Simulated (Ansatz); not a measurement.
# CH5ClSSn: the cost of one run

Program: Ansatz 0.2.0, driven from Python. Level of theory: Hartree-Fock/def2-SVP. These are calculated values, not measurements.

## 1. The system

Bond lengths: C1–Sn2 2.089 Å, Sn2–S3 2.384 Å, Sn2–Cl4 2.326 Å, C1–H5 1.119 Å, C1–H6 1.164 Å, C1–H7 1.133 Å, Sn2–H8 1.724 Å, S3–H9 1.363 Å. Angles: C1–Sn2–S3 108.0°, C1–Sn2–Cl4 109.9°, C1–Sn2–H8 110.3°, S3–Sn2–Cl4 107.7°, S3–Sn2–H8 108.8°, Cl4–Sn2–H8 112.1°, Sn2–C1–H5 113.0°, Sn2–C1–H6 111.1°, Sn2–C1–H7 112.0°, H5–C1–H6 105.8°, H5–C1–H7 108.9°, H6–C1–H7 105.6°, Sn2–S3–H9 94.0°.

The script holds or builds the structure itself.

## 2. The code

The input, ch5clssn_bend.py:

```python
'''Bending curve of CH5ClSSn.'''

import ansatz
from ase import Atoms

BASIS_SET = 'def2-SVP'
XC = 'hf'
FORCE_TOL = 0.02


def main() -> None:
    atoms = Atoms(['C', 'Sn', 'S', 'Cl', 'H', 'H', 'H', 'H', 'H'], positions=[
        (-0.5905, 1.1155, -0.3468),
        (-0.1633, -0.7509, 0.4889),
        (2.1919, -0.8802, 0.8346),
        (-0.7516, -2.4389, -0.9987),
        (-0.1028, 1.2716, -1.3413),
        (-1.7332, 1.2398, -0.5316),
        (-0.2986, 1.9659, 0.3431),
        (-0.9575, -0.9198, 2.0092),
        (2.494, -0.6493, -0.4745),
    ])

    # start the scan from a relaxed geometry
    first = (
        ansatz.Crystal.molecule_from_ase(atoms).calculation()
        .basis(gaussian=BASIS_SET)  # atom-centred Gaussian functions
        .functional(XC)
        .accuracy('medium')
        .scf(lower_state_search='light')
        .relax(force_tolerance=FORCE_TOL, max_steps=80)
    )
    atoms.positions = first.run().report['positions_ang']

    rows = []
    for angle in [90, 100, 110, 120, 135, 150, 165, 179]:
        bent = atoms.copy()
        bent.set_angle(1, 2, 8, angle, indices=[8])
        model = (
            ansatz.Crystal.molecule_from_ase(bent).calculation()
            .basis(gaussian=BASIS_SET)
            .functional(XC)
            .accuracy('medium')
            .scf(lower_state_search='light')
        )
        rows.append((angle, model.run().report['free_energy_ev']))
    floor = min(e for _, e in rows)
    for angle, e in rows:
        print(f'angle Sn1-S2-H8 = {angle:3d} deg   {1000 * (e - floor):9.1f} meV')


if __name__ == '__main__':
    main()
```

## 3. What the engine is handed

The package turns the script's settings into the engine's input (first run):

```yaml
crystal:
  periodic: [false, false, false]
  atoms:
    - { symbol: C, position_ang: [-0.5905, 1.1155, -0.3468] }
    - { symbol: Sn, position_ang: [-0.1633, -0.7509, 0.4889] }
    - { symbol: S, position_ang: [2.1919, -0.8802, 0.8346] }
    - { symbol: Cl, position_ang: [-0.7516, -2.4389, -0.9987] }
    - { symbol: H, position_ang: [-0.1028, 1.2716, -1.3413] }
    - { symbol: H, position_ang: [-1.7332, 1.2398, -0.5316] }
    - { symbol: H, position_ang: [-0.2986, 1.9659, 0.3431] }
    - { symbol: H, position_ang: [-0.9575, -0.9198, 2.0092] }
    - { symbol: H, position_ang: [2.494, -0.6493, -0.4745] }
accuracy: medium
basis:
  gaussian:
    orbitals: def2-SVP
hamiltonian:
  xc: hf
scf:
  lower_state_search: light
relax:
  f_tol: 0.02
  max_steps: 80
```

## 4. The run

Run with:

```
$ python ch5clssn_bend.py
```

Q: Estimate wall time and peak memory on 1 thread of Arm Neoverse N1, shared host.

About 74 s, with a peak of 0.3 GiB.
